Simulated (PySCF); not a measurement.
**C₂H₇BN₂: runs on many settings**

Which settings matter for C₂H₇BN₂ (`B1NCCN1`), and how do bad ones show?

Computed with PySCF 2.14.0, with density-fitted response routines of our own, on a single molecule in the gas phase. Atoms count from 0, in the outputs and in this text.

**1. The molecule as given**

12 atoms, charge 0, multiplicity 1; geometry from: GFN2-xTB.

Bonds of the start (Å): B0–N1 1.40, N1–C2 1.45, C2–C3 1.54, C3–N4 1.45, N4–B0 1.40, B0–H5 1.16, N1–H6 1.00, C2–H7 1.10, C2–H8 1.10, C3–H9 1.10, C3–H10 1.10, N4–H11 1.00.

**2. NMR shieldings: PBE0/pcSseg-1**

What the job is given:

```
{"job": {"kind": "nmr", "xc": "PBE0", "basis": "pcSseg-1"}, "charge": 0, "multiplicity": 1}
B     -0.942419     1.072086    -0.133017
N      0.453570     1.171719    -0.218986
C      1.110119    -0.106233    -0.040189
C     -0.050314    -1.099040     0.182953
N     -1.239739    -0.277320     0.104625
H     -1.707596     1.943129    -0.238416
H      1.040012     1.969450    -0.382627
H      1.789688    -0.086378     0.822661
H      1.701517    -0.376978    -0.925287
H      0.028534    -1.591322     1.161567
H     -0.058538    -1.883314    -0.586038
H     -2.123637    -0.736482     0.226727
```

With the program's defaults for keys left out, this is: GIAO PBE0/pcSseg-1 NMR shielding, non-relativistic, gas phase.

Run with:

```console
> OMP_NUM_THREADS=1 python probes_run.py task.json out
```

One launch serves the whole session: the jobs run in the order shown.

The program printed:

```text
coarse grid: 9728 points
cycle   1  E = -214.4903932425  dE =  6.808e-01  |g| = 4.302e-01  |ddm| = 2.955e+00
cycle   2  E = -214.4754501643  dE =  1.494e-02  |g| = 5.244e-01  |ddm| = 7.480e-01
cycle   3  E = -214.5349709702  dE = -5.952e-02  |g| = 5.090e-02  |ddm| = 4.106e-01
cycle   4  E = -214.5354739116  dE = -5.029e-04  |g| = 1.687e-02  |ddm| = 4.626e-02
cycle   5  E = -214.5355416264  dE = -6.771e-05  |g| = 3.063e-03  |ddm| = 1.454e-02
cycle   6  E = -214.5355435189  dE = -1.892e-06  |g| = 5.206e-04  |ddm| = 2.519e-03
final grid: 93216 points
cycle   7  E = -214.5593915008  dE = -2.538e-05  |g| = 8.004e-03  |ddm| = 2.094e-02
cycle   8  E = -214.5593827302  dE =  8.771e-06  |g| = 1.031e-02  |ddm| = 1.369e-02
cycle   9  E = -214.5594067740  dE = -2.404e-05  |g| = 5.994e-04  |ddm| = 7.352e-03
cycle  10  E = -214.5594068490  dE = -7.503e-08  |g| = 2.155e-04  |ddm| = 5.130e-04
cycle  11  E = -214.5594068581  dE = -9.094e-09  |g| = 3.916e-05  |ddm| = 1.408e-04
cycle  12  E = -214.5594068584  dE = -2.674e-10  |g| = 2.008e-05  |ddm| = 4.615e-05
converged SCF energy = -214.5594068584

GIAO shielding tensors (ppm)
atom      isotropic    diamagn.    paramagn.     s11        s22        s33       span
  0 B       77.931     196.498    -118.567     62.138     62.820    108.835     46.696
  1 N      186.737     319.996    -133.259    127.104    182.729    250.377    123.273
  2 C      138.953     245.383    -106.430    115.105    134.364    167.389     52.284
  3 C      138.956     245.382    -106.427    115.088    134.401    167.377     52.289
  4 N      186.730     320.002    -133.272    127.051    182.730    250.411    123.360
  5 H       27.692      30.208      -2.516     26.439     26.514     30.124      3.684
  6 H       29.395      31.661      -2.266     22.633     27.340     38.212     15.579
  7 H       28.001      29.282      -1.281     23.515     26.325     34.162     10.647
  8 H       28.004      29.283      -1.278     23.518     26.331     34.163     10.645
  9 H       28.005      29.291      -1.286     23.517     26.334     34.165     10.648
 10 H       28.002      29.281      -1.279     23.515     26.329     34.162     10.647
 11 H       29.395      31.666      -2.270     22.635     27.339     38.213     15.578
```

Run time: 8.3 s. Hardware: 1 thread of Arm Neoverse V1, shared host; peak memory 0.54 GiB.

The references, computed at this level on geometries of the same kind, shield at (ppm): 1H TMS 31.72, 13C TMS 186.9, 15N NH3 267.7, 11B BF3·OEt2 100.1. Their shielding less the atom's gives the shift. The references are single molecules in the gas phase, so shifts against H2O, NH3, PH3, H3PO4 or CFCl3 are not on the usual liquid scales and can be off by tens of ppm. Atoms listed in one row are averaged.

| atoms | environment | σ (ppm) | δ (ppm) | δ scaled to CDCl3 |
| --- | --- | --- | --- | --- |
| C2, C3 | sp3 CH2 bonded to N | 139.0 | 48.0 | 44.9 |
| H5 | hydrogen on a boron bonded to 2 N, in a 5-membered ring | 27.69 | 4.02 | – |
| H7, H8, H9, H10 | hydrogen on an sp3 CH2 bonded to N | 28.00 | 3.71 | 3.61 |
| H6, H11 | hydrogen on a nitrogen bonded to C, B, in a 5-membered ring | 29.40 | 2.32 | – |
| B0 | boron bonded to 2 N, H, in a 5-membered ring | 77.9 | 22.1 | – |
| N1, N4 | nitrogen bonded to C, B, H, in a 5-membered ring | 186.7 | 81.0 | – |

The scaled column applies a straight-line fit of computed shieldings to shifts measured in CDCl3 (root-mean-square error 0.16 ppm for H, 1.9 ppm for C).

The run also stored atomic charges by several schemes (e):

| atoms | Mulliken | IAO | Hirshfeld | ESP fit |
| --- | --- | --- | --- | --- |
| B0 | 0.39 | 0.12 | 0.11 | 0.03 |
| N1, N4 | -0.55 | -0.43 | -0.20 | -0.36 |
| C2, C3 | -0.04 | -0.15 | -0.02 | 0.06 |

Mayer bond orders: B0–N1 1.17, N1–C2 0.97, C2–C3 1.05, C3–N4 0.97, N4–B0 1.17.

Ring of atoms B0, N1, C2, C3, N4: NICS(0) -5.2, NICS(1) -1.5, NICS(1)zz -2.8 ppm (means of both faces).

**3. Excited states and response: PBE0/def2-SVPD**

Settings changed since step 2:

```diff
@@ -1,2 +1,2 @@
-{"job": {"kind": "nmr", "xc": "PBE0", "basis": "pcSseg-1"}, "charge": 0, "multiplicity": 1}
+{"job": {"kind": "uv", "xc": "PBE0", "basis": "def2-SVPD", "nstates": 6, "ntriplets": 2}, "charge": 0, "multiplicity": 1}
 B     -0.942419     1.072086    -0.133017
```

Method: TDDFT PBE0/def2-SVPD, vertical, gas phase, core orbitals frozen in the response.

The program printed:

```text
coarse grid: 9728 points
cycle   1  E = -214.3799687977  dE =  6.329e-01  |g| = 4.181e-01  |ddm| = 4.841e+00
cycle   2  E = -214.3573890835  dE =  2.258e-02  |g| = 5.394e-01  |ddm| = 1.032e+00
cycle   3  E = -214.4238203863  dE = -6.643e-02  |g| = 4.904e-02  |ddm| = 5.650e-01
cycle   4  E = -214.4243061431  dE = -4.858e-04  |g| = 1.714e-02  |ddm| = 1.100e-01
cycle   5  E = -214.4243796295  dE = -7.349e-05  |g| = 3.154e-03  |ddm| = 3.706e-02
cycle   6  E = -214.4243818949  dE = -2.265e-06  |g| = 4.106e-04  |ddm| = 8.508e-03
final grid: 93216 points
cycle   7  E = -214.4477685233  dE = -2.410e-05  |g| = 7.687e-03  |ddm| = 8.830e-02
cycle   8  E = -214.4477581854  dE =  1.034e-05  |g| = 1.030e-02  |ddm| = 1.876e-02
cycle   9  E = -214.4477831289  dE = -2.494e-05  |g| = 5.965e-04  |ddm| = 1.096e-02
cycle  10  E = -214.4477832050  dE = -7.603e-08  |g| = 2.056e-04  |ddm| = 1.067e-03
cycle  11  E = -214.4477832138  dE = -8.826e-09  |g| = 3.565e-05  |ddm| = 3.456e-04
cycle  12  E = -214.4477832140  dE = -2.262e-10  |g| = 2.009e-05  |ddm| = 1.003e-04
converged SCF energy = -214.4477832140

Static polarisability (au): isotropic 51.305, principal 41.393 54.694 57.827

Singlet excitations
state   eV       nm        f      main configurations
  1   5.3449    232.0   0.00000   H->L 0.99
  2   6.2403    198.7   0.00202   H->L+2 0.97
  3   6.3716    194.6   0.00003   H->L+1 0.98
  4   6.4057    193.6   0.05977   H->L+3 0.98
  5   7.0535    175.8   0.03026   H->L+4 0.98
  6   7.1553    173.3   0.00000   H->L+5 0.72, H->L+7 0.25

Triplet excitations (Tamm-Dancoff, eV): 5.2169 5.4828
```

Wall time 11 s (1 thread of Arm Neoverse V1, shared host); peak memory 0.66 GiB.

Frontier orbitals and where they lie:

| orbital | eV | atoms |
| --- | --- | --- |
| HOMO−3 | -10.23 | C2 29 %, C3 29 %, N1 9 % |
| HOMO−2 | -9.64 | B0 35 %, H5 31 %, C2 7 % |
| HOMO−1 | -8.32 | N4 27 %, N1 27 %, B0 17 % |
| HOMO | -5.95 | N1 33 %, N4 33 %, B0 6 % |
| LUMO | 0.64 | B0 38 %, C3 10 %, C2 10 % |
| LUMO+1 | 1.52 | B0 22 %, C2 14 %, C3 13 % |
| LUMO+2 | 1.53 | H6 15 %, H11 14 %, C3 10 % |

With each of the 6 states as a Gaussian band of 0.4 eV half-width at 1/e, the curve within the window shown has maxima at 193 nm (ε 2,600) L/(mol cm). Beyond the last state computed it falls off for lack of states. The curve at chosen wavelengths:

(nm, ε (L/mol/cm)): (166, 449), (170, 909), (174, 1305), (177, 1481), (181, 1677), (185, 2018), (189, 2423), (192, 2581), (196, 2422), (200, 1902), (204, 1261), (207, 838), (211, 431), (215, 196), (219, 80), (222, 38), (226, 13), (230, 4), (234, 1), (237, 1), (241, 0), (245, 0), (249, 0), (252, 0), (256, 0), (260, 0)

Further results of this job:

| property | computed |
| --- | --- |
| dipole moment (D) | 1.29 |
| polarisability (Å³) | 7.60 |
| HOMO–LUMO gap (eV) | 6.59 |
| −ε(HOMO) (eV) | 5.95 |

**4. Nuclear shieldings: KT3/pcSseg-1**

Settings changed since step 3:

```diff
@@ -1,2 +1,2 @@
-{"job": {"kind": "uv", "xc": "PBE0", "basis": "def2-SVPD", "nstates": 6, "ntriplets": 2}, "charge": 0, "multiplicity": 1}
+{"job": {"kind": "nmr", "xc": "KT3", "basis": "pcSseg-1", "pop": false, "grid": 4}, "charge": 0, "multiplicity": 1}
 B     -0.942419     1.072086    -0.133017
```

With the program's defaults for keys left out, this is: GIAO KT3/pcSseg-1 NMR shielding, non-relativistic, gas phase.

The program printed:

```text
coarse grid: 9728 points
cycle   1  E = -218.1319659474  dE =  5.502e-01  |g| = 5.668e-01  |ddm| = 3.005e+00
cycle   2  E = -218.0118399815  dE =  1.201e-01  |g| = 9.235e-01  |ddm| = 1.375e+00
cycle   3  E = -218.2124374397  dE = -2.006e-01  |g| = 8.473e-02  |ddm| = 8.787e-01
cycle   4  E = -218.2140981955  dE = -1.661e-03  |g| = 2.506e-02  |ddm| = 8.589e-02
cycle   5  E = -218.2142530414  dE = -1.548e-04  |g| = 5.510e-03  |ddm| = 2.551e-02
cycle   6  E = -218.2142596732  dE = -6.632e-06  |g| = 1.241e-03  |ddm| = 4.658e-03
final grid: 251032 points
cycle   7  E = -218.1907235920  dE = -1.598e-04  |g| = 5.245e-03  |ddm| = 3.953e-02
cycle   8  E = -218.1907149542  dE =  8.638e-06  |g| = 8.144e-03  |ddm| = 7.708e-03
cycle   9  E = -218.1907289186  dE = -1.396e-05  |g| = 6.850e-04  |ddm| = 5.236e-03
cycle  10  E = -218.1907290172  dE = -9.861e-08  |g| = 2.561e-04  |ddm| = 8.707e-04
cycle  11  E = -218.1907290338  dE = -1.666e-08  |g| = 4.618e-05  |ddm| = 2.685e-04
cycle  12  E = -218.1907290343  dE = -4.488e-10  |g| = 1.875e-05  |ddm| = 5.119e-05
converged SCF energy = -218.1907290343

GIAO shielding tensors (ppm)
atom      isotropic    diamagn.    paramagn.     s11        s22        s33       span
  0 B       82.772     197.966    -115.195     68.743     70.260    109.312     40.570
  1 N      183.733     319.410    -135.677    131.107    178.359    241.734    110.627
  2 C      135.565     246.734    -111.170    114.165    129.906    162.624     48.459
  3 C      135.570     246.735    -111.165    114.151    129.941    162.616     48.466
  4 N      183.726     319.415    -135.690    131.054    178.359    241.764    110.710
  5 H       27.923      30.391      -2.468     26.649     26.790     30.330      3.681
  6 H       29.382      31.877      -2.495     22.909     27.623     37.614     14.705
  7 H       27.978      29.599      -1.620     23.689     26.344     33.902     10.213
  8 H       27.981      29.597      -1.616     23.692     26.350     33.902     10.210
  9 H       27.983      29.608      -1.626     23.690     26.353     33.905     10.214
 10 H       27.979      29.596      -1.616     23.689     26.348     33.901     10.212
 11 H       29.383      31.882      -2.499     22.911     27.622     37.615     14.704
```

It took 18 s on 1 thread of Arm Neoverse V1, shared host; peak memory 0.49 GiB.

In short: δ C2 49.2, B0 17.2, N1 80.7, H5 3.84, H7 3.78 ppm (means over like atoms).

**5. Shielding tensors: WP04/ANO-RCC-VDZP**

Settings changed since step 4:

```diff
@@ -1,2 +1,2 @@
-{"job": {"kind": "nmr", "xc": "KT3", "basis": "pcSseg-1", "pop": false, "grid": 4}, "charge": 0, "multiplicity": 1}
+{"job": {"kind": "nmr", "xc": "WP04", "basis": "ANO-RCC-VDZP", "pop": true, "scf": {"level_shift": 0.9, "max_cycle": 2}}, "charge": 0, "multiplicity": 1}
 B     -0.942419     1.072086    -0.133017
```

With the program's defaults for keys left out, this is: GIAO WP04/ANO-RCC-VDZP NMR shielding, non-relativistic, gas phase.

The program printed:

```text
final grid: 93216 points
cycle   1  E = -220.0324510626  dE =  6.228e-01  |g| = 7.271e-01  |ddm| = 4.806e+00
cycle   2  E = -220.1617489729  dE = -1.293e-01  |g| = 2.627e-01  |ddm| = 6.130e-01
SCF not converged, last energy = -220.1617489729
```

It took 2.4 s on 1 thread of Arm Neoverse V1, shared host; peak memory 0.57 GiB.

**What went wrong.** The cap of 2 cycles ended the SCF at a gradient of 2.6e-01. Cure: raise the cap. Numbers printed on the way are no properties of the molecule.

**6. Nuclear shieldings: BHandHLYP/pcSseg-1**

Settings changed since step 5:

```diff
@@ -1,2 +1,2 @@
-{"job": {"kind": "nmr", "xc": "WP04", "basis": "ANO-RCC-VDZP", "pop": true, "scf": {"level_shift": 0.9, "max_cycle": 2}}, "charge": 0, "multiplicity": 1}
+{"job": {"kind": "nmr", "xc": "BHandHLYP", "basis": "pcSseg-1", "pop": true, "scf": {"damp": 0.3, "guess": "sap"}}, "charge": 0, "multiplicity": 1}
 B     -0.942419     1.072086    -0.133017
```

With the program's defaults for keys left out, this is: GIAO BHandHLYP/pcSseg-1 NMR shielding, non-relativistic, gas phase.

The program printed:

```text
damping 0.30 in the first 6 cycles
final grid: 93216 points
cycle   1  E = -209.1197519243  dE =  3.276e+00  |g| = 4.321e+00  |ddm| = 1.503e+01
cycle   2  E = -212.9042987551  dE = -3.785e+00  |g| = 2.868e+00  |ddm| = 1.492e+01
cycle   3  E = -214.3522637289  dE = -1.448e+00  |g| = 1.245e+00  |ddm| = 2.509e+00
cycle   4  E = -214.6163978698  dE = -2.641e-01  |g| = 5.914e-01  |ddm| = 1.230e+00
cycle   5  E = -214.6743664993  dE = -5.797e-02  |g| = 2.620e-01  |ddm| = 5.161e-01
cycle   6  E = -214.6729536458  dE =  1.413e-03  |g| = 2.803e-01  |ddm| = 3.283e-01
cycle   7  E = -214.6707655828  dE =  2.188e-03  |g| = 2.952e-01  |ddm| = 3.417e-01
cycle   8  E = -214.6885195040  dE = -1.775e-02  |g| = 3.901e-03  |ddm| = 1.811e-01
cycle   9  E = -214.6885219395  dE = -2.436e-06  |g| = 1.806e-03  |ddm| = 2.996e-03
cycle  10  E = -214.6885227290  dE = -7.895e-07  |g| = 1.356e-04  |ddm| = 1.421e-03
cycle  11  E = -214.6885227371  dE = -8.116e-09  |g| = 2.969e-05  |ddm| = 2.120e-04
cycle  12  E = -214.6885227374  dE = -2.674e-10  |g| = 9.796e-06  |ddm| = 4.134e-05
converged SCF energy = -214.6885227374

GIAO shielding tensors (ppm)
atom      isotropic    diamagn.    paramagn.     s11        s22        s33       span
  0 B       78.223     195.506    -117.283     62.304     63.027    109.339     47.035
  1 N      191.396     320.618    -129.223    132.802    186.585    254.800    121.998
  2 C      140.077     243.990    -103.912    117.120    135.899    167.213     50.093
  3 C      140.081     243.990    -103.909    117.104    135.937    167.203     50.099
  4 N      191.389     320.623    -129.234    132.743    186.585    254.838    122.095
  5 H       27.966      30.423      -2.456     26.616     26.660     30.623      4.007
  6 H       29.671      31.792      -2.121     22.688     27.519     38.807     16.120
  7 H       28.305      29.334      -1.029     23.798     26.598     34.520     10.722
  8 H       28.309      29.334      -1.026     23.801     26.604     34.521     10.720
  9 H       28.310      29.343      -1.033     23.800     26.607     34.523     10.723
 10 H       28.306      29.333      -1.026     23.798     26.602     34.520     10.722
 11 H       29.672      31.796      -2.125     22.689     27.518     38.808     16.119
```

Wall time 9.4 s (1 thread of Arm Neoverse V1, shared host); peak memory 0.57 GiB.

In short: δ C2 46.5, B0 25.7, N1 75.7, H5 3.93, H7 3.59 ppm (means over like atoms).

**7. Run by run: NMR shifts**

Shifts (ppm), means over like atoms, with basis size and wall time:

| run | C2 | H5 | H7 | H6 | B0 | N1 | functions | time |
| --- | --- | --- | --- | --- | --- | --- | --- | --- |
| PBE0/pcSseg-1 | 48.0 | 4.02 | 3.71 | 2.32 | 22.1 | 81.0 | 120 | 8.3 s |
| KT3/pcSseg-1 | 49.2 | 3.84 | 3.78 | 2.38 | 17.2 | 80.7 | 120 | 18 s |
| BHandHLYP/pcSseg-1 | 46.5 | 3.93 | 3.59 | 2.22 | 25.7 | 75.7 | 120 | 9.4 s |

**8. What came out**

```
                                                               quantity                                            value
13C shifts against TMS (PBE0/pcSseg-1, means over atoms taken as alike)                                         48.0 ppm
 1H shifts against TMS (PBE0/pcSseg-1, means over atoms taken as alike)                             4.02, 3.71, 2.32 ppm
                            11B shifts against BF3·OEt2 (PBE0/pcSseg-1)                                         22.1 ppm
15N shifts against NH3 (PBE0/pcSseg-1, means over atoms taken as alike)                                         81.0 ppm
                                        lowest singlet (PBE0/def2-SVPD)                      5.34 eV (232 nm), f = 0.000
                               brightest single state of those computed                      state 4, 6.41 eV, f = 0.060
                                                         lowest triplet                                          5.22 eV
                                               range of the shift of B0                                 17.2 to 25.7 ppm
                                          property runs in this session  5, of which 1 failed and 0 gave unsound results
```

Single values in the summary come from the first run of each kind that ended normally (PBE0/pcSseg-1; PBE0/def2-SVPD), which need not be the best level. At PBE0/pcSseg-1: Shielding is most anisotropic at N1, N4 (span 123 ppm, paramagnetic term -133 ppm). The first singlet state (HOMO→LUMO 0.99) lies at 5.34 eV and is dark; of the 6 states computed, the strongest absorption comes from state 4 at 6.41 eV. The lowest triplet lies 0.13 eV below the lowest singlet (triplets in Tamm-Dancoff, singlets in full TDDFT). States above −ε(HOMO) lie where TDDFT describes them poorly and they hang on the basis; the brightest is among them. Across the 3 runs the shift of B0 moves most, between 17.2 (KT3/pcSseg-1) and 25.7 ppm (BHandHLYP/pcSseg-1). Part of that comes from the computed reference.
